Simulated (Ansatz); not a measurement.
## Ti, space group P6_3/mmc: a convergence test of the plane-wave cutoff

Program: the Ansatz DFT code, driven from Python.

`ti.extxyz`
```text
2
Lattice="2.95 0.0 0.0 -1.475 2.55477494 0.0 0.0 0.0 4.68" Properties=species:S:1:pos:R:3 pbc="T T T"
Ti   -0.00000000    1.70318329    1.17000000
Ti    1.47500000    0.85159165    3.51000000
```

Script `ti.py`:
```python
# -*- coding: utf-8 -*-
"""Convergence of Ti with the plane-wave cutoff."""

import warnings

import ansatz as az

warnings.simplefilter("ignore", az.DeckWarning)

ti = az.Crystal.from_extxyz("ti.extxyz")

job = (
    ti.calculation()
    .functional("pbe")
    .kpoints(13, 13, 7)
    .occupations(az.OccupationsMethod.FERMI_DIRAC)
)

rows = []
for value in [300, 350, 400, 450, 500, 550]:
    report = job.basis(value).run(threads=1, pin="off").report
    rows.append((value, report["free_energy_ev"] / len(report["lattice"]["sites"]), report["n_iterations"], report["n_pw"]))

print(" cutoff (eV)   F/atom (eV)    iterations   plane waves")
for row in rows:
    print(f"{str(row[0]):>12s}  {row[1]:12.5f}  {row[2]:12d}  {row[3]:12d}")

# differences from the last row
for row in rows[:-1]:
    shift = 1000 * (row[1] - rows[-1][1])
    print(f"{row[0]}: {shift:+.2f} meV/atom" + ("  (within 5 meV)" if abs(shift) < 5 else ""))
```

```console
$ python ti.py
 cutoff (eV)   F/atom (eV)    iterations   plane waves
         300   -2499.55475             6           403
         350   -2499.67583             6           537
         400   -2499.68371             6           627
         450   -2499.68409             6           761
         500   -2499.68468             6           929
         550   -2499.68499             6          1085
300: +130.25 meV/atom
350: +9.16 meV/atom
400: +1.28 meV/atom  (within 5 meV)
450: +0.91 meV/atom  (within 5 meV)
500: +0.31 meV/atom  (within 5 meV)
```

From 400 eV on it stays within 5 meV an atom of the value at 550 eV; the first row (300 eV) is off by 130.2 meV and the last but one by 0.31 meV. The energy falls steadily, as expected when plane waves are added.

What to keep in mind:
- Shifts are counted from the last row, which is itself no proven limit.
- The script silences the warnings on its input, which a real study should read.
- Finished in 11 s on 1 thread of Intel(R) Xeon(R) Processor @ 2.30GHz (shared host), peak memory 0.53 GiB.
